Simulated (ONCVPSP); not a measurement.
# Co: generating and testing an ONCV potential

Do these settings give a usable potential? It is generated, then checked for transferability, scattering, ghosts and hardness.

Program: ONCVPSP 4.0.1.1 (patched build). Reference atom: LDA (Perdew-Wang 92), scalar-relativistic, spherical and spin-unpolarised. All values are calculated.

## 1. The atom and the settings

Typed settings, in words:

```json
{
 "element": "cobalt (Co, Z = 27)",
 "type": "optimised norm-conserving Vanderbilt (ONCV)",
 "frozen core": "[Ne]",
 "valence charge": "17",
 "reference configuration": "3s2 3p6 3d7 4s1.75 4p0.25",
 "partial waves": "3s+4s: rc 1.10 bohr, ncon 3, nbas 7, qcut 8.8 1/bohr, 2 projectors; 3p+4p: rc 1.18 bohr, ncon 4, nbas 7, qcut 6.7 1/bohr, 2 projectors; 3d: rc 1.10 bohr, ncon 3, nbas 8, qcut 12.4 1/bohr, 2 projectors, debl 3.4 Ha",
 "local potential": "polynomial inside 0.90 bohr (lpopt 4, dvloc0 3 Ha)",
 "core correction": "not asked for"
}
```

An earlier all-electron run gives the scale for the radii.

All-electron outer shells of the reference configuration (LDA (PZ), scalar-relativistic, ld1.x):

| shell | level (eV) | outermost node (bohr) | outermost maximum (bohr) |
| --- | --- | --- | --- |
| 2s | -897.56 | 0.08 | 0.21 |
| 2p | -769.93 | – | 0.17 |
| 3s | -102.36 | 0.31 | 0.67 |
| 3p | -66.01 | 0.28 | 0.68 |
| 3d | -8.94 | – | 0.66 |
| 4s | -6.00 | 0.96 | 2.29 |
| 4p | -1.65 | 1.05 | 3.17 |

## 2. The generation run

Co.dat reads:

```
# ATOM AND REFERENCE CONFIGURATION
# atsym  z   nc   nv     iexc    psfile
  Co 27.00    3    5  -001012      upf
#
#   n    l    f
    1    0    2.00
    2    0    2.00
    2    1    6.00
    3    0    2.00
    3    1    6.00
    3    2    7.00
    4    0    1.75
    4    1    0.25
#
# PSEUDOPOTENTIAL AND OPTIMIZATION
# lmax
    2
#
#   l,   rc,      ep,       ncon, nbas, qcut
    0    1.10    0.00    3    7    8.80
    1    1.18    0.00    4    7    6.70
    2    1.10    0.00    3    8   12.40
#
# LOCAL POTENTIAL
# lloc, lpopt,  rc(5),   dvloc0
    4    4    0.90    3.00
#
# VANDERBILT-KLEINMAN-BYLANDER PROJECTORs
# l, nproj, debl
    0    2    0.40
    1    2    2.00
    2    2    3.40
#
# MODEL CORE CHARGE
# icmod, fcfact, rcfact
    0    0.00    0.00
#
# LOG DERIVATIVE ANALYSIS
# epsh1, epsh2, depsh
   -5.00    5.00    0.04
#
# OUTPUT GRID
# rlmax, drl
    6.00    0.01
#
# TEST CONFIGURATIONS
# ncnf
    4
# nvcnf
#   n    l    f
    5
    3    0    2.00
    3    1    6.00
    3    2    7.00
    4    0    2.00
    4    1    0.00
#
    5
    3    0    2.00
    3    1    6.00
    3    2    7.00
    4    0    1.00
    4    1    0.00
#
    5
    3    0    2.00
    3    1    6.00
    3    2    7.00
    4    0    0.00
    4    1    0.00
#
    5
    3    0    2.00
    3    1    6.00
    3    2    8.00
    4    0    1.00
    4    1    0.00
#
```

On the command line:

```console
oncvpsp.x < Co.dat > Co.out
```

Before running it: what results should come out? Wanted: cutoffs for 1 and 0.1 mHa per electron, occupied waves; bound ghosts; GHOST(+) flags; largest test error; largest phase difference near zero energy, channels read.

As calculated:

| quantity | value |
| --- | --- |
| cutoffs for 1 and 0.1 mHa per electron, occupied waves | 91 Ha and 109 Ha |
| bound ghosts | none found |
| GHOST(+) flags | none at low energy |
| largest test error (AE − PS) | +5.5 meV, for 3s2 3p6 3d8 4s1 4p0 (1 test unsolved) |
| largest phase difference near zero energy, channels read | 0.000 rad |

What this shows: By total energies transferability is good where solved: the largest error is 5.5 meV on 2.3 eV, for 3s2 3p6 3d8 4s1 4p0. Of the tests 1 gave no usable energy difference, which is a warning in itself. It counts as very hard, with 91 Ha needed at the looser tolerance. The 3p wave sets it; 3d needs 65 Ha. It is free of bound ghosts as far as tested. Near zero energy the phases of the channels with partial waves agree within 0.001 rad. These are tests on the free atom; a crystal test is still owed.
